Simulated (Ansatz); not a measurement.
A first try at a band structure of Sr₂LiOsO₆, space group Fm-3m, using the Python package of Ansatz (0.2.0).

`bands.py`:
```python
from collections import defaultdict

import ansatz as az
from ase import Atoms
import matplotlib.pyplot as plt
import numpy as np


def main() -> None:
    atoms = Atoms(
        ["Li", "Sr", "Sr", "Os", "O", "O", "O", "O", "O", "O"],
        scaled_positions=[
            (0.5, 0.5, 0.5),
            (0.25, 0.25, 0.25),
            (0.75, 0.75, 0.75),
            (0.0, 0.0, 0.0),
            (0.76011, 0.23989, 0.23989),
            (0.23989, 0.76011, 0.76011),
            (0.23989, 0.76011, 0.23989),
            (0.76011, 0.23989, 0.76011),
            (0.23989, 0.23989, 0.76011),
            (0.76011, 0.76011, 0.23989),
        ],
        cell=[
            (0.0, 3.965769, 3.965769),
            (3.965769, 0.0, 3.965769),
            (3.965769, 3.965769, 0.0),
        ],
        pbc=True,
    )
    system = az.Crystal.from_ase(atoms)

    path = [
        ("K", (0.375, 0.375, 0.75)),
        ("G", (0.0, 0.0, 0.0)),
        ("L", (0.5, 0.5, 0.5)),
        ("W", (0.5, 0.25, 0.75)),
        ("X", (0.5, 0.0, 0.5)),
    ]
    calculation = (
        system.calculation()
        .basis(650)
        .kpoints(6)
        .occupations("cold", width=0.15)
        .functional("r2scan", dispersion="d3bj")
        .band_structure([point for _, point in path], intervals=6)
        .scf(extra_bands=10)
        .density_of_states(energy_step=0.05, method="smearing", broadening_width=0.15, projected=True)
        .band_table()
    )
    done = calculation.run()
    r = done.report

    for key in ("converged", "n_iterations", "n_electrons", "n_kpoints", "n_pw", "n_symmetry_ops", "free_energy", "fermi_energy_ev"):
        print(f"{key:18s} {r[key]}")

    dos = done.density_of_states()
    energy = np.asarray(dos.energies_ev) - dos.fermi_ev
    projected = done.projected_density_of_states()
    by_shell = defaultdict(float)
    for site in projected.sites:
        for shell in site.shells:
            for part in shell.curves:
                by_shell[f"{site.species} {'spdf'[shell.l]}"] += np.sum(part.g_bin_mean_per_ev, axis=0)
    print("E - E_F  " + " ".join(f"{name:>7s}" for name in by_shell))
    for e in np.arange(-5, 5 + 0.1, 1.0):
        print(f"{e:7.1f}  " + " ".join(f"{np.interp(e, energy, curve):7.3f}" for curve in by_shell.values()))

    fermi = r["fermi_energy_ev"]
    print("levels less the Fermi level (eV) at the first k-points (first spin channel where there are two)")
    for k, levels in list(zip(r["kpoints_frac"], r["eigenvalues_ev"]))[:6]:
        print("k = ({:.3f}, {:.3f}, {:.3f})".format(*k))
        print("   ", " ".join(f"{e - fermi:.3f}" for e in levels))

    bands = done.band_structure()
    fermi = bands.fermi_energy_ev
    print(f"zero of the bands: {fermi:.3f} eV, the Fermi level found on the SCF mesh")
    reciprocal = 2 * np.pi * np.linalg.inv(done.lattice.cell_ang).T
    steps = np.linalg.norm(np.diff(bands.kpoints_frac @ reciprocal, axis=0), axis=1)
    distance = np.concatenate([[0], np.cumsum(steps)])
    fig, ax = plt.subplots(figsize=(5, 4))
    for channel, colour in zip(bands.channels, ("C0", "C3")):
        ax.plot(distance, channel.eigenvalues_ev - fermi, colour, lw=1)
    ax.set_xticks(distance[::6], [label for label, _ in path])
    ax.set(ylim=(-4, 4), ylabel="E - E_F (eV)", xlim=(0, distance[-1]))
    ax.grid(axis="x")
    fig.savefig("bands.png", dpi=100)
    first = bands.channels[0].eigenvalues_ev - fermi
    near = np.argsort(np.abs(first.mean(axis=0)))[:4]
    for band in sorted(near):
        print(f"band {band + 1}: {first[:, band].min():.3f} to {first[:, band].max():.3f} eV")


if __name__ == "__main__":
    main()
```

`python bands.py` gives:
```text
DeckWarning: the engine holds no damping parameters fitted to this dispersion correction and functional, so the run takes those fitted to r2scan beside the three-body term, which d3bj leaves out (hamiltonian.dispersion, under Limitations)
converged          True
n_iterations       9
n_electrons        75.0
n_kpoints          16
n_pw               4645
n_symmetry_ops     48
Traceback (most recent call last):
  File "bands.py", line 95, in <module>
    main()
    ~~~~^^
  File "bands.py", line 55, in main
    print(f"{key:18s} {r[key]}")
                       ~^^^^^
KeyError: 'free_energy'
```
(Warnings from the package without file and line.)

What is wrong, and how is it mended?

The fault: the report has no such key (the free energy stands under free_energy_ev). The correction:

```diff
--- before
+++ after
@@ -53,3 +53,3 @@
 
-    for key in ("converged", "n_iterations", "n_electrons", "n_kpoints", "n_pw", "n_symmetry_ops", "free_energy", "fermi_energy_ev"):
+    for key in ("converged", "n_iterations", "n_electrons", "n_kpoints", "n_pw", "n_symmetry_ops", "free_energy_ev", "fermi_energy_ev"):
         print(f"{key:18s} {r[key]}")
```

After the fix:

```console
$ python bands.py
DeckWarning: the engine holds no damping parameters fitted to this dispersion correction and functional, so the run takes those fitted to r2scan beside the three-body term, which d3bj leaves out (hamiltonian.dispersion, under Limitations)
converged          True
n_iterations       9
n_electrons        75.0
n_kpoints          16
n_pw               4645
n_symmetry_ops     48
free_energy_ev     -22132.158232356516
fermi_energy_ev    9.58718687646575
E - E_F     Li s    Sr s    Sr p    Os s    Os p    Os d     O s     O p
   -5.0    0.008   0.007   0.000   0.000   0.003   0.001   0.001   0.295
   -4.0    0.002   0.102   0.025   0.003   0.037   0.027   0.078   4.503
   -3.0    0.020   0.098   0.051   0.005   0.006   0.077   0.046   7.220
   -2.0    0.001   0.003   0.018   0.000   0.012   0.035   0.021  10.027
   -1.0    0.000   0.000   0.000   0.000   0.000   0.000   0.000   0.000
    0.0    0.001   0.162   0.008   0.001   0.001   2.566   0.015   2.379
    1.0    0.000   0.000   0.000   0.000   0.000   0.028   0.000   0.032
    2.0    0.000   0.000   0.000   0.000   0.000   0.000   0.000   0.000
    3.0    0.000   0.000   0.000   0.000   0.000   0.000   0.000   0.000
    4.0    0.000   0.000   0.000   0.000   0.000   0.000   0.000   0.000
    5.0    0.145   0.007   0.005   0.001   0.000   1.661   0.343   1.164
levels less the Fermi level (eV) at the first k-points (first spin channel where there are two)
k = (0.000, 0.000, 0.000)
    -91.242 -49.894 -49.894 -49.894 -45.131 -35.338 -35.290 -20.228 -19.273 -19.273 -18.757 -18.757 -18.757 -16.898 -16.898 -16.898 -16.681 -16.681 -16.681 -6.607 -6.479 -6.479 -6.479 -6.343 -6.343 -4.529 -4.529 -4.529 -2.641 -2.641 -2.641 -1.980 -1.980 -1.980 -1.480 -1.480 -1.480 -0.076 -0.076 -0.076 4.634 4.634 5.322 5.943 5.943 6.220 6.220 6.220
k = (0.000, 0.000, 0.167)
    -91.242 -49.894 -49.894 -49.894 -45.131 -35.334 -35.293 -20.228 -19.318 -19.318 -18.893 -18.740 -18.740 -16.851 -16.851 -16.761 -16.668 -16.668 -16.620 -6.601 -6.511 -6.511 -6.453 -6.453 -6.417 -4.643 -4.289 -4.289 -2.863 -2.863 -2.581 -2.375 -2.027 -2.027 -1.625 -1.625 -1.554 -0.020 0.051 0.051 4.951 4.951 5.682 5.682 5.716 6.470 6.612 6.612
k = (0.000, 0.000, 0.333)
    -91.242 -49.894 -49.894 -49.894 -45.131 -35.324 -35.301 -20.220 -19.397 -19.397 -19.135 -18.717 -18.717 -16.758 -16.758 -16.642 -16.642 -16.531 -16.492 -6.798 -6.750 -6.750 -6.429 -6.429 -6.001 -4.860 -3.858 -3.858 -3.236 -3.236 -3.160 -2.426 -2.092 -2.092 -1.944 -1.944 -1.737 0.042 0.226 0.226 5.377 5.377 5.763 5.763 6.445 6.883 7.036 7.036
k = (0.000, 0.000, -0.500)
    -91.242 -49.894 -49.894 -49.894 -45.131 -35.312 -35.312 -20.211 -19.433 -19.433 -19.249 -18.708 -18.708 -16.710 -16.710 -16.631 -16.631 -16.449 -16.405 -6.901 -6.853 -6.853 -6.412 -6.412 -5.700 -4.967 -3.701 -3.701 -3.610 -3.322 -3.322 -2.304 -2.179 -2.179 -2.078 -2.078 -1.873 0.059 0.287 0.287 5.273 5.273 6.607 6.607 6.669 6.669 6.802 6.978
k = (0.000, 0.167, 0.167)
    -91.242 -49.894 -49.894 -49.894 -45.131 -35.333 -35.293 -20.232 -19.386 -19.266 -18.841 -18.841 -18.737 -16.825 -16.781 -16.781 -16.669 -16.669 -16.589 -6.717 -6.606 -6.452 -6.452 -6.396 -6.343 -4.492 -4.492 -4.192 -2.826 -2.806 -2.806 -2.295 -2.149 -2.149 -1.704 -1.704 -1.498 -0.172 0.183 0.183 5.041 5.047 5.366 5.872 5.944 6.666 6.666 6.680
k = (0.000, 0.167, 0.333)
    -91.242 -49.894 -49.894 -49.894 -45.131 -35.326 -35.299 -20.231 -19.475 -19.318 -19.009 -18.851 -18.708 -16.773 -16.692 -16.641 -16.636 -16.582 -16.497 -6.942 -6.733 -6.523 -6.494 -6.392 -6.036 -4.624 -4.236 -3.869 -3.234 -3.101 -2.789 -2.673 -2.275 -2.252 -2.007 -1.939 -1.610 -0.114 0.338 0.372 5.101 5.591 5.709 5.782 6.518 7.068 7.139 7.210
zero of the bands: 9.587 eV, the Fermi level found on the SCF mesh
band 37: -1.962 to -1.480 eV
band 38: -0.427 to 0.221 eV
band 39: -0.076 to 0.758 eV
band 40: -0.076 to 0.758 eV
```
(Warnings from the package without file and line.)

Total energies depend on the potentials; only differences at equal settings carry meaning. A total without «per atom» is that of the cell as typed. The cell holds an odd number of electrons and is run without spin, so a magnetic state may lie lower. The dispersion term runs with damping parameters of another functional. Dispersion corrections can be off by several per cent in the lattices of metals, and by several GPa in the pressure at a fixed cell. For a metal this k-point mesh is coarse: on a finer one energies can move by several to tens of meV an atom and pressures by half a GPa or more, differences at one mesh by less. Only differences from the Fermi energy are physical; the zero of the scale is a convention. Projections exist only for the shells that the potentials hold, some of them semicore, and samples at single energies can miss narrow peaks. The empty d shell of the heavier alkali and alkaline-earth atoms, which makes much of a conduction band, may have no channel. The structure comes from a database of computed cells and needn't be a stable or known phase. Levels are Kohn-Sham eigenvalues on this mesh, without spin-orbit coupling. The computed bands are complete only to about 6.2 eV above the Fermi level; beyond that the density of states is undercounted. Timing: 21 s on 1 thread of Intel(R) Xeon(R) Platinum 8488C (Sapphire Rapids), with other jobs on the host, peak memory 0.97 GiB.

(Lines on the test bed's own set-up are left out of the output.)
